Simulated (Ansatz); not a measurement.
# Ti: the cost of one run

Program: Ansatz 0.2.0. Level of theory: the levels named in each step. These are calculated values, not measurements.

## (1) The structure to begin with

Coordinates:

```xyz
1

Ti    0.0000    0.0000    0.0000
```

## (2) Single point, PBE0/def2-TZVPP

input.yaml

```yaml
crystal:
  periodic: [false, false, false]
  atoms:
    - { symbol: Ti, position_ang: [0.0, 0.0, 0.0] }
magnetization:
  spin_polarized: true
  initial_magnetization: 3
total_charge: 1
basis:
  gaussian: { orbitals: def2-TZVPP }
hamiltonian:
  xc: pbe0
```

The run is started by

```sh
$ ansatz run input.yaml --threads 2 --pin off --max-ram 5120MiB --backend cpu --events-out ev --progress --plain --runs-dir out
```

Q: Estimate wall time and peak memory on 2 threads of Arm Neoverse V2, shared host.

About 5.4 s, with a peak of 0.14 GiB.
